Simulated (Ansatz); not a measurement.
Predict the output of the script below (the Ansatz DFT code, driven from Python).

The script, `mgse.py`:
```python
import ansatz as az
from ase import Atoms
import numpy as np

atoms = Atoms(["Mg", "Se"], positions=[
    (0.0, 0.0, 0.0),
    (0.0, 0.0, 2.57),
])
mgse = az.Crystal.molecule_from_ase(atoms)

job = (
    mgse.calculation()
    .functional("pbe")
    .charge(-1)
    .spin("collinear", total=1)
    .forces()
)
sets = {"none": "cc-pVTZ", "scalar": "cc-pVTZ-DK"}
found = {kind: job.basis(gaussian=basis).pseudopotentials(relativity=kind).run().report for kind, basis in sets.items()}
for kind, each in found.items():
    dipole = 4.803205 * np.linalg.norm(each["charge_distribution"]["dipole_moment_e_ang"])
    print(f"{kind:7s} E = {each['free_energy_ev']:.4f} eV  dipole {dipole:.3f} D  largest force component {np.abs(each['forces_ev_ang']).max():.4f} eV/A")
print(f"relativity lowers the total energy by {found['none']['free_energy_ev'] - found['scalar']['free_energy_ev']:.3f} eV")
```

Output of `python mgse.py`:
```text
none    E = -70783.9989 eV  dipole 0.513 D  largest force component 1.2635 eV/A
scalar  E = -71563.3783 eV  dipole 0.603 D  largest force component 1.2659 eV/A
relativity lowers the total energy by 779.379 eV
```

What to keep in mind:
- Total energies depend on the basis set; only differences at equal settings carry meaning.
- The geometry is a force-field or estimated start, not a minimum of this method. The basis set changes with the Hamiltonian (a set recontracted for scalar relativity), and most of the change in the total lies in the cores.
- The species is open-shell (spin multiplicity 2).
- An ion's dipole depends on the origin; the program takes it about the centre of nuclear charge.
- The spin state was assumed, and another may lie lower.
- Anions want diffuse functions, which this basis lacks.
- It ran for 11 s on 1 thread of Arm Neoverse V2 (shared host), peak memory 0.22 GiB.
